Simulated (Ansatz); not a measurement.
**C2H6SSi: from a rough start to a minimum**

The task is to find a stationary geometry of C2H6SSi, then compute its harmonic vibrations to see whether it is a minimum and to get the zero-point energy and entropy, and look at its orbitals and charge.

Method: RKS PBE0-D4/def2-TZVP; program: Ansatz 0.2.0, Gaussian basis.

Plan: relaxation at PBE-D4/def2-SVP; relaxation at PBE0-D4/def2-TZVP; harmonic vibrations at the same level; a single point in def2-TZVPP for the fields.

## (1) The system as given

SMILES `[SiH3]C=CS`, 10 atoms, charge 0, spin multiplicity 1.

Atoms are counted from 1 here; the program's logs count them from 0.

Bond lengths: Si1–C2 1.758 Å, Si1–H5 1.509 Å, Si1–H6 1.525 Å, Si1–H7 1.513 Å, C2–C3 1.310 Å, C2–H8 1.053 Å, C3–S4 1.789 Å, C3–H9 1.117 Å, S4–H10 1.366 Å. Angles: C2–Si1–H5 111.8°, C2–Si1–H6 112.4°, C2–Si1–H7 112.3°, H5–Si1–H6 106.9°, H5–Si1–H7 107.3°, H6–Si1–H7 105.9°, Si1–C2–C3 131.6°, Si1–C2–H8 112.6°, C3–C2–H8 115.8°, C2–C3–S4 130.6°, C2–C3–H9 119.4°, S4–C3–H9 109.9°, C3–S4–H10 95.7°.

The start is a force-field geometry with small random shifts, so a cheaper pass at PBE-D4/def2-SVP comes first.

## (2) Relaxation at PBE-D4/def2-SVP (cheap first pass)

The input, in.yaml:

```yaml
crystal:
  periodic: [false, false, false]
  atoms:
    - {symbol: Si, position_ang: [-1.273600, 0.238000, -0.354400]}
    - {symbol: C, position_ang: [0.012200, -0.811100, 0.224700]}
    - {symbol: C, position_ang: [1.272400, -0.574700, 0.491900]}
    - {symbol: S, position_ang: [2.226400, 0.933100, 0.366700]}
    - {symbol: H, position_ang: [-2.404100, -0.549500, -0.970600]}
    - {symbol: H, position_ang: [-1.878400, 1.084300, 0.760700]}
    - {symbol: H, position_ang: [-0.786700, 1.217800, -1.399100]}
    - {symbol: H, position_ang: [-0.308900, -1.803900, 0.368100]}
    - {symbol: H, position_ang: [1.907500, -1.392400, 0.912400]}
    - {symbol: H, position_ang: [1.316300, 1.607300, -0.397500]}
basis:
  gaussian: {orbitals: def2-SVP}
hamiltonian: {xc: pbe, dispersion: d4}
relax: {f_tol: 0.03, max_steps: 200}
```

Started as:

```
> ansatz run in.yaml --threads 2 --pin off --events-out ev --progress --plain --max-ram 4352MiB
```

Standard output, shortened:

```text
Functional definition: PBE
  name "PBE"
  cite "Perdew, Burke & Ernzerhof, Phys. Rev. Lett. 77, 3865 (1996) doi:10.1103/PhysRevLett.77.3865"
  parent pbe
[...]
1065 factors; their error is unknown
[...]
mean field -20864.34761986 eV, -766.7506326672 hartree, gradient 1.6e-5 eV, S^2 0.000000; 0 other end points of the search recorded, 0 dependent functions left out
[...]
reference -20864.34765293 eV, -766.7506338822 hartree; 24, 24 occupied and 70, 70 virtual orbitals, 1065 factors
relax step   1: F+E_penalty+E_count = -20864.58185499 eV  Δ(F+E_penalty+E_count) = +0.000e0 eV  max|allowed force component| = 3.193e0 eV/Å  Δτ_max = 0.0000 Å  (29 SCF iters, accepted)
[...]
relax step   5: F+E_penalty+E_count = -20864.88857208 eV  Δ(F+E_penalty+E_count) = -3.064e-3 eV  max|allowed force component| = 7.127e-2 eV/Å  Δτ_max = 0.0190 Å  (30 SCF iters, accepted)
[...]
relax step   6: F+E_penalty+E_count = -20864.88893581 eV  Δ(F+E_penalty+E_count) = -3.637e-4 eV  max|allowed force component| = 2.817e-2 eV/Å  Δτ_max = 0.0084 Å  (32 SCF iters, accepted)
1065 factors; their error is unknown
[...]
mean field -20864.65626811 eV, -766.7619752810 hartree, gradient 1.2e-5 eV, S^2 0.000000; 1 other end points of the search recorded, 0 dependent functions left out
[...]
reference -20864.65630137 eV, -766.7619765033 hartree; 24, 24 occupied and 70, 70 virtual orbitals, 1065 factors
Total energy: -20864.88896907 eV, -766.7705268838 hartree
Atom 0 at    -1.306130     0.292999    -0.382570 Å, force     0.001799    -0.000602    -0.001788 eV/Å
Atom 1 at     0.010866    -0.873139     0.257684 Å, force    -0.018806    -0.005027     0.005917 eV/Å
Atom 2 at     1.319257    -0.596133     0.489838 Å, force    -0.011820    -0.028168     0.003810 eV/Å
Atom 3 at     2.215843     0.897140     0.261988 Å, force     0.008012     0.011323    -0.002365 eV/Å
Atom 4 at    -2.409109    -0.498322    -1.029013 Å, force     0.002266    -0.000414     0.000035 eV/Å
Atom 5 at    -1.906380     1.129252     0.719945 Å, force     0.001328     0.000802    -0.003083 eV/Å
Atom 6 at    -0.736406     1.249949    -1.402559 Å, force     0.000448     0.000225     0.001310 eV/Å
Atom 7 at    -0.303010    -1.906955     0.490505 Å, force     0.010215     0.016150    -0.002457 eV/Å
Atom 8 at     1.993230    -1.378388     0.884918 Å, force     0.007927     0.012076    -0.006225 eV/Å
Atom 9 at     1.204937     1.632497    -0.287836 Å, force    -0.001370    -0.006366     0.004847 eV/Å
Dipole moment:    -0.002708    -0.068249     0.011893 e Å
```

Run time: 12 s. Hardware: 2 threads of Arm Neoverse V1, shared host.

Relaxation path:

```
step  energy from step 1 (eV)  largest force component (eV/Å)
   1                   0.0000                          3.1934
   2                  -0.2466                          0.9369
   3                  -0.2723                          0.6023
   4                  -0.3037                          0.1711
   5                  -0.3067                          0.0713
   6                  -0.3071                          0.0282
```

Distances of close pairs at the start and the end, largest changes first:

```
  bond  before (Å)  after (Å)  change (Å)
Si1–C2       1.758      1.872      +0.114
 C2–H8       1.053      1.105      +0.052
 C2–C3       1.310      1.357      +0.048
 C3–S4       1.789      1.757      -0.032
Si1–H6       1.525      1.508      -0.017
 C3–H9       1.117      1.106      -0.012
Si1–H5       1.509      1.504      -0.006
Si1–H7       1.513      1.510      -0.003
```

## (3) Relaxation at PBE0-D4/def2-TZVP

The input, in.yaml:

```yaml
crystal:
  periodic: [false, false, false]
  atoms:
    - {symbol: Si, position_ang: [-1.306130, 0.292999, -0.382570]}
    - {symbol: C, position_ang: [0.010866, -0.873139, 0.257684]}
    - {symbol: C, position_ang: [1.319257, -0.596133, 0.489838]}
    - {symbol: S, position_ang: [2.215843, 0.897140, 0.261988]}
    - {symbol: H, position_ang: [-2.409109, -0.498322, -1.029013]}
    - {symbol: H, position_ang: [-1.906380, 1.129252, 0.719945]}
    - {symbol: H, position_ang: [-0.736406, 1.249949, -1.402559]}
    - {symbol: H, position_ang: [-0.303010, -1.906955, 0.490505]}
    - {symbol: H, position_ang: [1.993230, -1.378388, 0.884918]}
    - {symbol: H, position_ang: [1.204937, 1.632497, -0.287836]}
basis:
  gaussian: {orbitals: def2-TZVP}
hamiltonian: {xc: pbe0, dispersion: d4}
relax: {f_tol: 0.005, max_steps: 150}
```

Same command.

Standard output, shortened:

```text
Functional definition: PBE0
  name "PBE0"
  cite "Adamo & Barone, J. Chem. Phys. 110, 6158 (1999) doi:10.1063/1.478522"
  cite "Perdew, Burke & Ernzerhof, Phys. Rev. Lett. 77, 3865 (1996) doi:10.1103/PhysRevLett.77.3865"
  parent pbe
[...]
1163 factors; their error is unknown
[...]
mean field -20875.50219556 eV, -767.1605557634 hartree, gradient 2.3e-5 eV, S^2 0.000000; 0 other end points of the search recorded, 0 dependent functions left out
[...]
reference -20875.50222695 eV, -767.1605569166 hartree; 24, 24 occupied and 148, 148 virtual orbitals, 1163 factors
relax step   1: F+E_penalty+E_count = -20875.69937334 eV  Δ(F+E_penalty+E_count) = +0.000e0 eV  max|allowed force component| = 7.067e-1 eV/Å  Δτ_max = 0.0000 Å  (29 SCF iters, accepted)
[...]
Atom 0 at    -1.270639     0.286356    -0.407596 Å, force    -0.000757     0.001195    -0.000162 eV/Å
Atom 1 at     0.023559    -0.892573     0.207057 Å, force    -0.000004    -0.003257     0.000456 eV/Å
Atom 2 at     1.294698    -0.596838     0.492836 Å, force     0.000292     0.000805    -0.000662 eV/Å
Atom 3 at     2.120193     0.930507     0.378881 Å, force    -0.000399     0.001062    -0.000111 eV/Å
Atom 4 at    -2.467571    -0.478668    -0.839377 Å, force     0.000475     0.000420     0.000150 eV/Å
Atom 5 at    -1.672608     1.254575     0.650790 Å, force     0.000161    -0.000444    -0.000539 eV/Å
Atom 6 at    -0.764341     1.084767    -1.560651 Å, force    -0.000077    -0.000379     0.000439 eV/Å
Atom 7 at    -0.265846    -1.929665     0.359176 Å, force    -0.000082     0.001281     0.000003 eV/Å
Atom 8 at     1.977273    -1.362393     0.855002 Å, force    -0.000141    -0.000267     0.000129 eV/Å
Atom 9 at     1.108380     1.652832    -0.133218 Å, force     0.000533    -0.000418     0.000297 eV/Å
Dipole moment:    -0.007266    -0.117589     0.018387 e Å
```

Wall time 78 s (2 threads of Arm Neoverse V1, shared host).

Step by step:

```
step  energy from step 1 (eV)  largest force component (eV/Å)
   1                   0.0000                          0.7067
   2                  -0.0434                          0.2494
   3                  -0.0470                          0.0654
   4                  -0.0471                          0.0601
   5                  -0.0474                          0.0344
   6                  -0.0475                          0.0264
   7                  -0.0476                          0.0171
   8                  -0.0477                          0.0128
   9                  -0.0478                          0.0229
  10                  -0.0478                          0.0190
  11                  -0.0479                          0.0097
  12                  -0.0479                          0.0100
  13                  -0.0479                          0.0091
  14                  -0.0480                          0.0060
  15                  -0.0480                          0.0058
  16                  -0.0480                          0.0051
  17                  -0.0480                          0.0033
```

Close pairs (by a distance rule), those that changed most:

```
  bond  before (Å)  after (Å)  change (Å)
 C2–C3       1.357      1.336      -0.021
S4–H10       1.366      1.345      -0.021
Si1–H7       1.510      1.491      -0.019
Si1–H5       1.504      1.485      -0.019
Si1–H6       1.508      1.490      -0.019
 C3–H9       1.106      1.088      -0.018
 C2–H8       1.105      1.087      -0.018
 C3–S4       1.757      1.740      -0.017
```

Mulliken charges at the end point, from the run's report:

```
atom  value (e)
 Si1       0.13
  C2      -0.30
  C3      -0.09
  S4      -0.13
  H5      -0.02
  H6      -0.01
  H7      -0.02
  H8       0.13
  H9       0.14
 H10       0.16
```

## (4) Vibrations by finite differences

The input, in.yaml:

```yaml
crystal:
  periodic: [false, false, false]
  atoms:
    - {symbol: Si, position_ang: [-1.270639, 0.286356, -0.407596]}
    - {symbol: C, position_ang: [0.023559, -0.892573, 0.207057]}
    - {symbol: C, position_ang: [1.294698, -0.596838, 0.492836]}
    - {symbol: S, position_ang: [2.120193, 0.930507, 0.378881]}
    - {symbol: H, position_ang: [-2.467571, -0.478668, -0.839377]}
    - {symbol: H, position_ang: [-1.672608, 1.254575, 0.650790]}
    - {symbol: H, position_ang: [-0.764341, 1.084767, -1.560651]}
    - {symbol: H, position_ang: [-0.265846, -1.929665, 0.359176]}
    - {symbol: H, position_ang: [1.977273, -1.362393, 0.855002]}
    - {symbol: H, position_ang: [1.108380, 1.652832, -0.133218]}
basis:
  gaussian: {orbitals: def2-TZVP}
hamiltonian: {xc: pbe0, dispersion: d4}
phonons: {temperatures: {t_min: 298.15, t_max: 900, t_step: 200}}
```

The command is unchanged.

Standard output, shortened:

```text
Functional definition: PBE0
  name "PBE0"
  cite "Adamo & Barone, J. Chem. Phys. 110, 6158 (1999) doi:10.1063/1.478522"
  cite "Perdew, Burke & Ernzerhof, Phys. Rev. Lett. 77, 3865 (1996) doi:10.1103/PhysRevLett.77.3865"
  parent pbe
[...]
1163 factors; their error is unknown
[...]
mean field -20875.54728557 eV, -767.1622127905 hartree, gradient 2.2e-5 eV, S^2 0.000000; 0 other end points of the search recorded, 0 dependent functions left out
[...]
reference -20875.54731662 eV, -767.1622139315 hartree; 24, 24 occupied and 148, 148 virtual orbitals, 1163 factors
[...]
1163 factors; their error is unknown
mean field -20875.54714578 eV, -767.1622076535 hartree, gradient 1.2e-6 eV, S^2 0.000000; 0 other end points of the search recorded, 0 dependent functions left out
[...]
reference -20875.54717683 eV, -767.1622087943 hartree; 24, 24 occupied and 148, 148 virtual orbitals, 1163 factors
[...]
Atom 2 at     1.294698    -0.596838     0.492836 Å, force     0.000281     0.000864    -0.000698 eV/Å
Atom 3 at     2.120193     0.930507     0.378881 Å, force    -0.000406     0.001036    -0.000090 eV/Å
Atom 4 at    -2.467571    -0.478668    -0.839377 Å, force     0.000477     0.000415     0.000151 eV/Å
Atom 5 at    -1.672608     1.254575     0.650790 Å, force     0.000154    -0.000445    -0.000536 eV/Å
Atom 6 at    -0.764341     1.084767    -1.560651 Å, force    -0.000039    -0.000389     0.000437 eV/Å
Atom 7 at    -0.265846    -1.929665     0.359176 Å, force    -0.000072     0.001300    -0.000008 eV/Å
Atom 8 at     1.977273    -1.362393     0.855002 Å, force    -0.000119    -0.000291     0.000137 eV/Å
Atom 9 at     1.108380     1.652832    -0.133218 Å, force     0.000513    -0.000430     0.000278 eV/Å
Dipole moment:    -0.007267    -0.117590     0.018388 e Å
Vibrations: 30.87 150.47 204.08 367.14 445.19 618.27 634.29 708.25 715.39 783.29 923.22 938.96 950.83 979.70 984.32 1193.89 1353.88 1623.74 2198.88 2208.49 2238.72 2693.02 3149.05 3170.21 cm⁻¹, zero-point energy 1.814147 eV
```

Run time: 3.1 min. Hardware: 2 threads of Arm Neoverse V1, shared host.

Motions are named by where the mode's potential energy lies. Wavenumbers, unscaled:

```
mode  cm⁻¹                  motion
   1    31                 torsion
   2   150                    bend
   3   204                 torsion
   4   367                 torsion
   5   445                    bend
   6   618  Si–C stretch with bend
   7   634       torsion with bend
   8   708   bend with C–S stretch
   9   715       torsion with bend
  10   783  bend with Si–C stretch
  11   923                    bend
  12   939       bend with torsion
  13   951       bend with torsion
  14   980                    bend
  15   984                 torsion
  16  1194                    bend
  17  1354                    bend
  18  1624             C–C stretch
  19  2199            Si–H stretch
  20  2208            Si–H stretch
  21  2239            Si–H stretch
  22  2693             S–H stretch
  23  3149             C–H stretch
  24  3170             C–H stretch
```

Ideal gas, rigid rotor and harmonic oscillator at 298.15 K and 1 bar, with symmetry number 1:

```
                term            value
   zero-point energy    41.8 kcal/mol
          H(298) − E    46.4 kcal/mol
entropy, translation  165.0 J/(mol K)
   entropy, rotation  110.5 J/(mol K)
  entropy, vibration   61.5 J/(mol K)
      entropy, total  336.9 J/(mol K)
```

## (5) Orbitals, density and potential

in.yaml, as its differences from that of step 4:

```diff
@@ -14,4 +14,4 @@
 basis:
-  gaussian: {orbitals: def2-TZVP}
+  gaussian: {orbitals: def2-TZVPP}
 hamiltonian: {xc: pbe0, dispersion: d4}
-phonons: {temperatures: {t_min: 298.15, t_max: 900, t_step: 200}}
+output: {orbitals: {seedname: orbitals}}
```

The command is unchanged.

Standard output:

```text
Functional definition: PBE0
  name "PBE0"
  cite "Adamo & Barone, J. Chem. Phys. 110, 6158 (1999) doi:10.1063/1.478522"
  cite "Perdew, Burke & Ernzerhof, Phys. Rev. Lett. 77, 3865 (1996) doi:10.1103/PhysRevLett.77.3865"
  parent pbe
  parameter a = 0.25
  parameter kappa = 0.804
  parameter beta = 0.06672455060314922
  exchange = (1 - a)*pbe_x(kappa = kappa, mu = beta*pi^2/3) + a*exact_x
  correlation = pbe_c(beta = beta)
1320 factors; their error is unknown
mean field evaluation 1: about -20867.6853 eV, gradient 5.7e1 eV
mean field evaluation 2: about -20856.4755 eV, gradient 8.2e1 eV
mean field evaluation 4: about -20875.4884 eV, gradient 5.9e0 eV
mean field evaluation 8: about -20875.5717 eV, gradient 2.8e-1 eV
mean field evaluation 16: about -20875.5992 eV, gradient 1.3e-4 eV
mean field -20875.59921255 eV, -767.1641210718 hartree, gradient 2.4e-5 eV, S^2 0.000000; 0 other end points of the search recorded, 0 dependent functions left out
reference -20875.59924358 eV, -767.1641222122 hartree; 24, 24 occupied and 206, 206 virtual orbitals, 1320 factors
Total energy: -20875.79931492 eV, -767.1714746981 hartree
```

Wall time 4.6 s (2 threads of Arm Neoverse V1, shared host).

Orbitals, density, ELF and potential are computed afterwards from the orbital file.

Frontier orbitals at PBE0-D4/def2-TZVPP, with the share of their density that lies nearest to each atom:

```
orbital  energy (eV)                                                lies on
   HOMO        -6.77                              S4 45 %; C2 28 %; C3 11 %
   LUMO        -0.73  C2, C3 about 27 % each; S4 9 %; H8, H9 about 7 % each
```

ELF in a plane through or near 8 of the atoms.

Ten even steps from '0' (0.00) to '9' (1.00):
```
0000000000000000000000000000
0000000000000000000000000000
0000000000000000000000000000
0000011110023200000000000000
0000145543488720000000000000
0001478865899940011000000000
0002589544599720243200000000
0002477377366202454310000000
0000145544631002211210000000
0000001378742252174033210000
0000025764777587273499974000
0000289996484649626999997000
0000599997454446538999996000
0000389973159995206999984000
0000024300089997200488720000
0000000000189996200011000000
0000000000047873000000000000
0000000000000110000000000000
0000000000000000000000000000
0000000000000000000000000000
```
The map spans 10.2 Å across and 9.1 Å up, centred on the molecule. Atoms in the plane (x, y in Å): Si1 (1.4, 0.0), C2 (-0.2, -0.9), C3 (-1.5, -0.3), S4 (-1.9, 1.3), H5 (2.5, -0.9), H8 (-0.2, -2.0), H9 (-2.3, -1.0), H10 (-0.7, 1.9).

log10 of the density (e/Å³) in the same plane.

Ten even steps from ' ' (-4.0) to '@' (1.7):
```
                                                        
                                                        
        ....::::::::::::::::..                          
      ..::------====--------::::........                
    ..::--====++++++++++++==----::::::::....            
  ....----==++************++==----------::::..          
  ..::--==++**##@@%%####**++++====++++==----::..        
  ..::--==++**##@@@@##****++==++++++++++====::....      
  ....----++****####****++++++++******++++==--::..      
    ..::--==++****####****++++**##@@%%**++++==--::..    
    ..::--==++**##%%@@########**##%%##******++----....  
    ..::--==**############%%##**************++==--::..  
    ..::--==************##%%##****++********++==--....  
      ::::==++++++++++****##****++==++++++++==--::..    
      ....::--------==++******++==------------::..      
          ....::::::--==++++++==--::::::::::::..        
                ....::----------::..........            
                    ..::::::::....                      
                                                        
                                                        
```
The map spans 10.2 Å across and 9.1 Å up, centred on the molecule. Atoms in the plane (x, y in Å): Si1 (1.4, 0.0), C2 (-0.2, -0.9), C3 (-1.5, -0.3), S4 (-1.9, 1.3), H5 (2.5, -0.9), H8 (-0.2, -2.0), H9 (-2.3, -1.0), H10 (-0.7, 1.9).

On the surface of density 0.002 e/bohr³ the electrostatic potential runs, from the 1st to the 99th percentile, from -0.56 V near S4 to 1.20 V near H9.

## (6) Results

| quantity | value |
| --- | --- |
| point group | C1 |
| steps | 6 + 17 |
| shift from the start (rms) | 0.179 Å |
| total energy | -20875.7474 eV |
| dispersion term | -200 meV |
| dipole moment | 0.57 D |
| lowest, highest wavenumber | 31, 3170 cm⁻¹ |
| zero-point energy | 41.8 kcal/mol |
| entropy at 298.15 K | 336.9 J/(mol K) |
| HOMO, LUMO | -6.77, -0.73 eV |

The relaxed geometry lies 0.18 Å (rms) from the start; the bond that changed most is Si1–C2, from 1.758 to 1.855 Å. All wavenumbers are real, so the end point is a minimum. The stiffest mode, 3170 cm⁻¹, is a C–H stretch, and 2 modes under 200 cm⁻¹ make the vibrational entropy uncertain. Harmonic hybrid wavenumbers usually lie a few per cent above measured fundamentals. The largest Mulliken charge, -0.30 e, sits on C2. The HOMO lies mostly on S4 45 %; C2 28 % and the LUMO on C2, C3 about 27 % each; S4 9 %.
